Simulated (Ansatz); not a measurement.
Run this with Ansatz 0.2.0, Python API and show what comes out.

Script `ch8ssi2.py`:
```python
from collections import Counter

import ansatz as az


def energy_of(molecule, charge=0, unpaired=0):
    calc = (
        molecule.calculation()
        .basis(gaussian="def2-TZVP")
        .functional("b3lyp")
        .scf(lower_state_search="off")
    )
    if charge:
        calc = calc.charge(charge)
    if unpaired:
        calc = calc.spin("collinear", total=unpaired)
    return calc.run().report["free_energy_ev"]


def main() -> None:
    geometry_ang = [
        ("Si", (-1.6131, 0.7398, 0.3574)),
        ("C", (-0.6953, -0.7631, 0.6736)),
        ("S", (0.9987, -0.3936, 1.1108)),
        ("Si", (2.1464, -0.1758, -0.751)),
        ("H", (-1.1107, 1.5074, -0.8458)),
        ("H", (-1.6719, 1.7144, 1.5166)),
        ("H", (-3.0439, 0.4385, 0.0305)),
        ("H", (-0.6829, -1.4261, -0.1872)),
        ("H", (-1.1364, -1.2758, 1.5613)),
        ("H", (3.5277, -0.0495, -0.462)),
        ("H", (1.7853, -1.3935, -1.5425)),
        ("H", (1.573, 1.0222, -1.4279)),
    ]
    molecule = az.Crystal.molecule()
    for symbol, xyz in geometry_ang:
        molecule = molecule.atom(symbol, xyz)

    unpaired = {"Si": 2, "C": 2, "S": 2, "H": 1}
    counts = Counter(site.symbol for site in molecule.cartesian_sites)
    atom_energy = {s: energy_of(az.Crystal.molecule().atom(s, (0, 0, 0)), 0, unpaired[s]) for s in counts}
    whole = energy_of(molecule, 0, 0)
    for s, e in atom_energy.items():
        print(f"{s:2s} x{counts[s]}  {e:14.5f} eV")
    print(f"CH8SSi2: {whole:.5f} eV")
    split = sum(counts[s] * e for s, e in atom_energy.items()) - whole
    print(f"atomisation energy (no zero-point term): {split:.3f} eV, {split / sum(counts.values()):.3f} eV an atom")


if __name__ == "__main__":
    main()
```

```console
$ python ch8ssi2.py
Si x2     -7874.75881 eV
C  x1     -1030.20887 eV
S  x1    -10833.73371 eV
H  x8       -13.66431 eV
CH8SSi2: -27761.12297 eV
atomisation energy (no zero-point term): 38.348 eV, 3.196 eV an atom
```

38.348 eV from the electronic energies, without the zero-point term.

These settings explore the input space; basis and method may be short of convergence. The geometry is a force-field or estimated start, not a minimum of this method, and the basis set is short of its limit. All parts are taken at fixed geometry, without zero-point energy. b3lyp holds the VWN-RPA fit, as in Gaussian; the form of ORCA and Turbomole is b3lyp5. It ran for 5.7 s on 1 thread of Arm Neoverse V2, with other jobs on the host, peak memory 0.41 GiB.
